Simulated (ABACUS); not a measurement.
# DyAgB4F16 (P1) in ABACUS: a series of runs

Runs on DyAgB4F16. Level: PBE. Tasks: single point.

Everything below comes from runs of ABACUS 3.10.1. Logs are shortened: lines on timing, memory, paths and dates and some standing lists are left out, and cuts for length are marked.

## 1. The crystal as given

The typed cell holds 22 atoms: a = 5.407 Å, b = 6.876 Å, c = 9.519 Å, α = 80.98°, β = 87.30°, γ = 90.07°.

The cell was built by a generator and needn't be a form met in nature.

## 2. Single point, PBE (cell strained by +0.03 along c)

INPUT reads:

```
INPUT_PARAMETERS
suffix              DyAgB4F16
calculation         scf
basis_type          lcao
pseudo_dir          ./
orbital_dir         ./
symmetry            1
dft_functional      pbe
ecutwfc             100
pseudo_rcut         10
nspin               1
nbands              93
ks_solver           genelpa
smearing_method     fd
smearing_sigma      0.00367493
scf_thr             1e-07
scf_nmax            100
mixing_type         broyden
mixing_beta         0.7
cal_force           1
cal_stress          1
out_mul             1
```

STRU reads:

```
ATOMIC_SPECIES
Dy 162.5000 Dy.upf
Ag 107.8682 Ag.upf
B 10.8100 B.upf
F 18.9984 F.upf

NUMERICAL_ORBITAL
Dy_confined-atom_8au_3s2p2d1f.orb
Ag_confined-atom_7au_3s2p2d1f.orb
B_confined-atom_7au_2s2p1d.orb
F_confined-atom_6au_2s2p1d.orb

LATTICE_CONSTANT
1.8897261246

LATTICE_VECTORS
5.4058154539 -0.1237686522 -0.0220315253
0.1531187998 6.8764159325 0.1942491671
0.5454777000 1.2966567000 9.7035991000

ATOMIC_POSITIONS
Direct

Dy
0.0
1
0.5192600000 0.0275200000 0.4723800000 1 1 1

Ag
0.0
1
0.0030800000 0.9624700000 0.9868400000 1 1 1

B
0.0
4
0.9811900000 0.2151300000 0.3195900000 1 1 1
0.5517800000 0.2268800000 0.7993000000 1 1 1
0.4733700000 0.8134700000 0.2248100000 1 1 1
0.9948600000 0.7388200000 0.6627200000 1 1 1

F
0.0
16
0.1967400000 0.2406300000 0.3980900000 1 1 1
0.9178100000 0.0073000000 0.3501200000 1 1 1
0.0158600000 0.2805800000 0.1789600000 1 1 1
0.7716200000 0.3023900000 0.3844900000 1 1 1
0.4761400000 0.4101300000 0.8152200000 1 1 1
0.8073300000 0.1978500000 0.8115500000 1 1 1
0.4209300000 0.0742300000 0.8875400000 1 1 1
0.5016300000 0.1984200000 0.6473300000 1 1 1
0.2548100000 0.7542000000 0.1764500000 1 1 1
0.4671800000 0.0264000000 0.2292800000 1 1 1
0.4926700000 0.7381600000 0.3764800000 1 1 1
0.6804700000 0.7664400000 0.1483500000 1 1 1
0.0044300000 0.5747800000 0.6020000000 1 1 1
0.1981100000 0.8767200000 0.5992800000 1 1 1
0.0041900000 0.7167900000 0.8076400000 1 1 1
0.7665500000 0.8507100000 0.6215800000 1 1 1
```

KPT reads:

```
K_POINTS
0
Gamma
4 3 2 0 0 0
```

Potentials or basis: PseudoDojo NC SR 0.4.1 PBE standard, lanthanides 3+ (f in core), DZP LCAO (the cutoffs set its grid).

The run is started by

```bash
> OMP_NUM_THREADS=1 mpirun -np 8 abacus > log
```

running log:

```text
ABACUS v3.10.1

               Atomic-orbital Based Ab-initio Computation at UStc

 ------------------------------------------------------------------------------------

 READING GENERAL INFORMATION
                           global_out_dir = OUT.DyAgB4F16/
                           global_in_card = INPUT
                               pseudo_dir = ./
                              orbital_dir = ./
                                    DSIZE = 8
                                    GSIZE = 1

 READING UNITCELL INFORMATION
                                    ntype = 4
                  lattice constant (Bohr) = 1.88973
              lattice constant (Angstrom) = 1

 READING ATOM TYPE 1
                               atom label = Dy
                      L=0, number of zeta = 3
                      L=1, number of zeta = 2
                      L=2, number of zeta = 2
                      L=3, number of zeta = 1
             number of atom for this type = 1

 READING ATOM TYPE 2
                               atom label = Ag
                      L=0, number of zeta = 3
                      L=1, number of zeta = 2
                      L=2, number of zeta = 2
                      L=3, number of zeta = 1
             number of atom for this type = 1

 READING ATOM TYPE 3
                               atom label = B
                      L=0, number of zeta = 2
                      L=1, number of zeta = 2
                      L=2, number of zeta = 1
             number of atom for this type = 4

 READING ATOM TYPE 4
                               atom label = F
                      L=0, number of zeta = 2
                      L=1, number of zeta = 2
                      L=2, number of zeta = 1
             number of atom for this type = 16

                        TOTAL ATOM NUMBER = 22
DIRECT COORDINATES
    atom                   x                   y                   z     mag                  vx                  vy                  vz
taud_Dy1            0.5192600000        0.0275200000        0.4723800000  0.0000        0.0000000000        0.0000000000        0.0000000000
taud_Ag1            0.0030800000        0.9624700000        0.9868400000  0.0000        0.0000000000        0.0000000000        0.0000000000
taud_B1            0.9811900000        0.2151300000        0.3195900000  0.0000        0.0000000000        0.0000000000        0.0000000000
taud_B2            0.5517800000        0.2268800000        0.7993000000  0.0000        0.0000000000        0.0000000000        0.0000000000
taud_B3            0.4733700000        0.8134700000        0.2248100000  0.0000        0.0000000000        0.0000000000        0.0000000000
taud_B4            0.9948600000        0.7388200000        0.6627200000  0.0000        0.0000000000        0.0000000000        0.0000000000
taud_F1            0.1967400000        0.2406300000        0.3980900000  0.0000        0.0000000000        0.0000000000        0.0000000000
taud_F2            0.9178100000        0.0073000000        0.3501200000  0.0000        0.0000000000        0.0000000000        0.0000000000
taud_F3            0.0158600000        0.2805800000        0.1789600000  0.0000        0.0000000000        0.0000000000        0.0000000000
taud_F4            0.7716200000        0.3023900000        0.3844900000  0.0000        0.0000000000        0.0000000000        0.0000000000
taud_F5            0.4761400000        0.4101300000        0.8152200000  0.0000        0.0000000000        0.0000000000        0.0000000000
taud_F6            0.8073300000        0.1978500000        0.8115500000  0.0000        0.0000000000        0.0000000000        0.0000000000
[... 8 lines left out ...]
taud_F15           0.0041900000        0.7167900000        0.8076400000  0.0000        0.0000000000        0.0000000000        0.0000000000
taud_F16           0.7665500000        0.8507100000        0.6215800000  0.0000        0.0000000000        0.0000000000        0.0000000000

                          Volume (Bohr^3) = 2426.67
                             Volume (A^3) = 359.595

 Lattice vectors: (Cartesian coordinate: in unit of a_0)
             +5.40582           -0.123769          -0.0220315
            +0.153119            +6.87642           +0.194249
            +0.545478            +1.29666             +9.7036
 Reciprocal vectors: (Cartesian coordinate: in unit of 2 pi/a_0)
            +0.184858         -0.00383721         -0.00987884
          +0.00326042           +0.145908          -0.0196804
         +0.000354442         -0.00292954           +0.103426
 The esolver type has been set to : ksdft_lcao

                PAO radial cut off (Bohr) = 10

 Read in pseudopotential file is Dy.upf
                     pseudopotential type = NC
          exchange-correlation functional = PBE
                 nonlocal core correction = 1
                        valence electrons = 11
                                     lmax = 3
[... 204 lines left out ...]
        5            141           5714
        6            142           5717
        7            142           5717
        8            142           5717
 --------------- sum -------------------
        8           1135          45737

 SET NONLOCAL PSEUDOPOTENTIAL PROJECTORS
 SET NONLOCAL PSEUDOPOTENTIAL PROJECTORS
 SET NONLOCAL PSEUDOPOTENTIAL PROJECTORS
 SET NONLOCAL PSEUDOPOTENTIAL PROJECTORS
 max number of nonlocal projetors among all species is 7

 -------------------------------------------
 SELF-CONSISTENT
 -------------------------------------------

 SETUP SEARCHING RADIUS FOR PROGRAM TO SEARCH ADJACENT ATOMS
                  longest orb rcut (Bohr) = 8
   longest nonlocal projector rcut (Bohr) = 2.54
                     search radius (Bohr) = 21.1
              searching radius is (Bohr)) = 21.1
         searching radius unit is (Bohr)) = 1.89
                         PeriodicBoundary = 1
                        Radius(unit:lat0) = 11.2
                                   glayer = [ 4, 3, 3 ]
                             glayer_minus = [ 3, 2, 2 ]

Find the coordinate range of the input atom(unit:lat0).
                                  min_tau = [ -17.4, -16.3, -18.3 ]
                                  max_tau = [ 23.5, 24.6, 29.6 ]
                                BoxNumber = [ 7, 5, 5 ]

 SETUP EXTENDED REAL SPACE GRID FOR GRID INTEGRATION
                          real space grid = [ 72, 90, 120 ]
                 big cell numbers in grid = [ 18, 18, 40 ]
             meshcell numbers in big cell = [ 4, 5, 3 ]
                        extended fft grid = [ 15, 12, 18 ]
                dimension of extened grid = [ 49, 43, 77 ]
                            UnitCellTotal = 27
              Atom number in sub-FFT-grid = 18
    Local orbitals number in sub-FFT-grid = 260
                                ParaV.nnr = 58007
                                 init_chg = atomic

 LCAO ALGORITHM --------------- ION=   1  ELEC=   1--------------------------------

 Density error is 0.0836749637091
----------------------------------------------------------
     Energy           Rydberg                 eV
----------------------------------------------------------
 E_KohnSham     -1210.4179618030     -16468.5812420671
 E_Harris       -1186.4840003402     -16142.9429904607
 E_Fermi        0.2424147864         3.2982223750
----------------------------------------------------------
[... 146 lines left out ...]
 Density error is 8.25331887732e-08
----------------------------------------------------------
     Energy           Rydberg                 eV
----------------------------------------------------------
 E_KohnSham     -1210.9985730610     -16476.4808634995
 E_KS(sigma->0) -1210.9985730610     -16476.4808634995
 E_Harris       -1210.9985582427     -16476.4806618857
 E_band         -138.5059200549      -1884.4697194786
 E_one_elec     -944.4109894223      -12849.3707099604
 E_Hartree      534.6508503702       7274.2980055801
 E_xc           -255.0802223604      -3470.5444712082
 E_Ewald        -546.1582116486      -7430.8636879110
 E_entropy(-TS) 0.0000000000         0.0000000000
 E_descf        0.0000000000         0.0000000000
 E_exx          0.0000000000         0.0000000000
 E_Fermi        0.1640454456         2.2319527916
----------------------------------------------------------

 charge density convergence is achieved
 final etot is -16476.480863 eV
 EFERMI = 2.2319527916 eV

 STATE ENERGY(eV) AND OCCUPATIONS    NSPIN == 1
 1/14 kpoint (Cartesian) = 0.0000 0.0000 0.0000 (5130 pws)
       1       -88.0330      0.0833333
       2       -51.6189      0.0833333
       3       -51.5884      0.0833333
       4       -51.5771      0.0833333
       5       -46.9847      0.0833333
       6       -25.0065      0.0833333
[... 560 lines left out ...]
      92        11.0464    4.57814e-78
      93        11.3009    2.81627e-80

[... levels at 8 further k points ...]

 correction force for each atom along direction 1 is -3.08194e-07
 correction force for each atom along direction 2 is 2.04285e-07
 correction force for each atom along direction 3 is 3.59515e-09
------------------------------------------------------------------------------------------
 TOTAL-FORCE (eV/Angstrom)
------------------------------------------------------------------------------------------
                       Dy1         0.0606224728        -0.0654347650        -0.0274140726
                       Ag1        -0.0208496460         0.0097988750        -0.0333243268
                        B1         0.0528949992        -0.0450957272        -0.5011700424
                        B2        -0.0816612995        -0.3511776972        -0.2857421571
                        B3         0.1212745434         0.3478671140         0.3922636643
                        B4         0.0315430775         0.1167027178         0.5218254717
                        F1         0.2482441407         0.1077032163        -0.0136622537
                        F2        -0.0897604240        -0.3742726651         0.0830780791
                        F3        -0.0044880132         0.0033157626         0.5448128109
                        F4        -0.2492779913         0.2264786369         0.0325857623
                        F5        -0.2486265884         0.6746670776        -0.0613539255
                        F6         0.5790322382        -0.1283711699        -0.0663064984
                        F7        -0.2311283479        -0.3503019046         0.0727723326
                        F8        -0.0047043895        -0.0832660312         0.0037749743
                        F9        -0.4663935063        -0.2068153477         0.0029083732
                       F10         0.0292912613         0.2717317196         0.1604086603
                       F11        -0.0041869602         0.0225137462        -0.2014153727
                       F12         0.3633755110        -0.1650060528        -0.0178371763
                       F13         0.0115512449        -0.3983321524        -0.0018102323
                       F14         0.2583535493         0.2245903170        -0.0199174210
                       F15        -0.0424948903        -0.0363990406        -0.5808769995
                       F16        -0.3126109817         0.1991033708        -0.0035996505
------------------------------------------------------------------------------------------

----------------------------------------------------------------
 TOTAL-STRESS (KBAR)
----------------------------------------------------------------
         6.8477273517        -1.0333925086        -2.4333144719
        -1.0333925086         6.1061576991        -3.3145831437
        -2.4333144719        -3.3145831437       -25.0275724489
----------------------------------------------------------------
 TOTAL-PRESSURE: -4.024562 KBAR

 --------------------------------------------
 !FINAL_ETOT_IS -16476.4808634995024477 eV
 --------------------------------------------
```

Wall time 26 s (8 MPI ranks of Intel Xeon 6975P-C (Granite Rapids), shared host); peak memory 2.4 GiB.

Results:

```yaml
Free_energy: -16476.4809 eV
Largest_force: 0.722 eV/Å
Band_gap_on_the_k_mesh: 4.31 eV, indirect (least direct gap 4.34 eV)
Mulliken_charges: Dy +1.91; Ag +0.73; B +0.09, +0.08, +0.10; F -0.19, -0.22, -0.14, -0.13, -0.16, -0.26, -0.24, -0.12, -0.21, -0.17 e
```

Forces on the atoms (eV/Å):
```
Dy   0.061 -0.065 -0.027
Ag  -0.021  0.010 -0.033
B    0.053 -0.045 -0.501
B   -0.082 -0.351 -0.286
B    0.121  0.348  0.392
B    0.032  0.117  0.522
F    0.248  0.108 -0.014
F   -0.090 -0.374  0.083
F   -0.004  0.003  0.545
F   -0.249  0.226  0.033
F   -0.249  0.675 -0.061
F    0.579 -0.128 -0.066
F   -0.231 -0.350  0.073
F   -0.005 -0.083  0.004
F   -0.466 -0.207  0.003
F    0.029  0.272  0.160
F   -0.004  0.023 -0.201
F    0.363 -0.165 -0.018
F    0.012 -0.398 -0.002
F    0.258  0.225 -0.020
F   -0.042 -0.036 -0.581
F   -0.313  0.199 -0.004
```

Caveat: the atomic orbitals were generated for these runs and aren't a published set; Mulliken charges move with the basis; spin-orbit coupling is left out, which moves the levels of the heavy elements; an odd mesh through Γ misses points on the zone boundary, where band edges often lie; the 4f electrons are frozen in the core as for a trivalent ion, so they carry no moment and show no levels; the basis of atomic orbitals isn't converged, which shifts pressures, moduli and gaps.

(Continued in part 2 of 2.)
